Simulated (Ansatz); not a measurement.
Write a Python script for the Python package of Ansatz (0.2.0) that makes a relaxed scan of one distance of CH₃OZn, SMILES C[O][Zn]. Settings (for the species named): PBE, def2-SVP basis, multiplicity 2, D4 dispersion.

```yaml
atoms:
  - { symbol: C, position_ang: [0.4280, -0.1877, 0.2918] }
  - { symbol: O, position_ang: [-0.8015, 0.4991, -0.0961] }
  - { symbol: Zn, position_ang: [-1.7362, 0.5469, -1.3579] }
  - { symbol: H, position_ang: [0.3031, -1.2305, 0.2354] }
  - { symbol: H, position_ang: [1.1980, 0.1375, -0.4317] }
  - { symbol: H, position_ang: [0.6508, 0.1707, 1.3123] }
```

`relaxed_scan.py`:
```python
"""Relaxed scan of one distance in CH3OZn."""

from dataclasses import dataclass

import ansatz as az
from ase import Atoms
import numpy as np


@dataclass(frozen=True)
class Settings:
    basis_set: str = "def2-SVP"
    functional: str = "PBE"
    dispersion: str = "d4"


settings = Settings()

atoms = Atoms(["C", "O", "Zn", "H", "H", "H"], positions=[
    [0.428, -0.1877, 0.2918],
    [-0.8015, 0.4991, -0.0961],
    [-1.7362, 0.5469, -1.3579],
    [0.3031, -1.2305, 0.2354],
    [1.198, 0.1375, -0.4317],
    [0.6508, 0.1707, 1.3123],
])
mol = az.Crystal.molecule_from_ase(atoms)

setup = mol.calculation()
setup = setup.basis(gaussian=settings.basis_set)
setup = setup.functional(settings.functional, dispersion=settings.dispersion)
setup = setup.spin("collinear", total=1)
symbols = [site.symbol for site in mol.cartesian_sites]
pairs = [(0, 1), (0, 3), (0, 4), (0, 5), (1, 2)]
print("held (A)   E (eV)        ", "  ".join(f"{symbols[i]}{i}-{symbols[j]}{j}" for i, j in pairs))
for length in [0.97, 1.05, 1.14, 1.26, 1.42]:
    rep = setup.relax(constraints=[az.DistanceConstraint((0, 3), at=length)], force_tolerance=0.02, max_steps=60).run().report
    xyz = np.array(rep["positions_ang"])
    print(f"{length:6.2f} {rep['free_energy_ev']:14.5f}  ", "  ".join(f"{np.linalg.norm(xyz[i] - xyz[j]):.3f}" for i, j in pairs))
```

```console
$ python relaxed_scan.py
held (A)   E (eV)         C0-O1  C0-H3  C0-H4  C0-H5  O1-Zn2
DeckWarning: relax.constraints: the input's atoms, or those drawn, lie off the distances that are held; a relaxation that starts there is brought onto them ahead of its first SCF, by positions alone, an atom by 4.09e-2 Å at the most. With the symmetry detection on, the symmetry is detected on the input's atoms as so brought (as typed, where only the drawn atoms reach the distances), and notices that speak of the structure as typed mean those atoms
  0.97   -51530.66420   1.408  0.970  1.121  1.118  1.854
  1.05   -51531.02470   1.403  1.050  1.121  1.118  1.855
  1.14   -51531.10036   1.397  1.140  1.120  1.117  1.857
  1.26   -51530.89802   1.386  1.260  1.119  1.116  1.860
  1.42   -51530.40660   1.371  1.420  1.117  1.115  1.867
```
(Warnings from the package without file and line, repeats left out.)

Notes:
- The settings weren't tested for convergence.
- The energies are electronic: no zero-point or thermal terms, and the basis set is short of its limit.
- The run takes the species as open-shell (spin multiplicity 2), which needn't be its ground state.
- Timing: 120 s on 1 thread of Arm Neoverse V2, on a shared host, peak memory 0.24 GiB.
